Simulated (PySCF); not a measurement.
# H3O3Tl (Tl(OH)3): the cost of one run

Computed with PySCF 2.14.0. Level: r2SCAN, Tl def2-SVP with ECP60, O def2-SVP, H def2-SVP; scalar-relativistic core potentials, no spin–orbit coupling.

4 further runs of the same task are left out: 1 for a known fault of the program, 2 that didn't finish, 1 set aside as unsound or not needed.

### Step 1. The starting structure

7 atoms, charge 0, spin multiplicity 1.

Bond lengths: Tl1–O2 2.084 Å, Tl1–O4 2.113 Å, Tl1–O6 2.077 Å, O2–H3 0.971 Å, O4–H5 0.970 Å, O6–H7 0.971 Å. Angles: O2–Tl1–O4 125.6°, O2–Tl1–O6 123.8°, O4–Tl1–O6 110.6°, Tl1–O2–H3 106.0°, Tl1–O4–H5 107.9°, Tl1–O6–H7 104.6°.

As a file:

```xyz
7

Tl    0.6562   -0.0205    0.1857
O    -0.4323   -0.0053    1.9629
H    -1.3663    0.0519    1.7036
O    -0.1660    0.0120   -1.7609
H    -1.1325   -0.0116   -1.6771
O     2.7318   -0.0525    0.1030
H     2.9390   -0.0621   -0.8460
```

Formal oxidation states: Tl +3. An earlier session relaxed this geometry at r2SCAN, Tl def2-SVP with ECP60, O def2-SVP, H def2-SVP (singlet, point group C1).

Its energy there is -399.727837 Eh.

### Step 2. Multiplicity 3 at the relaxed geometry

The input, run.py (the lines that set the calculation):

```python
mol = gto.M(atom='''
Tl     0.65625    -0.02054     0.18566
O     -0.43232    -0.00528     1.96291
H     -1.36627     0.05193     1.70362
O     -0.16599     0.01200    -1.76093
H     -1.13252    -0.01159    -1.67706
O      2.73181    -0.05252     0.10301
H      2.93904    -0.06211    -0.84600''',
    basis={'Tl': 'def2-SVP', 'O': 'def2-SVP', 'H': 'def2-SVP'},
    ecp={'Tl': 'def2-SVP'},
    charge=0, spin=2)
mf = dft.UKS(mol, xc='R2SCAN')
mf.grids.atom_grid = (50, 194)
mf = mf.density_fit()  # fitting sets: Tl def2-universal-JKFIT, O def2-universal-JKFIT, H def2-universal-JKFIT
mf.conv_tol = 1e-08; mf.max_cycle = 55
mf.kernel(dm0)  # dm0: free metal ions and neutral atoms
```

Launch:

```console
$ OMP_NUM_THREADS=2 python run.py
```

**Question.** How long does this run take on 2 threads of AMD EPYC 7R43 (Zen 3), shared host?

About 2 min.
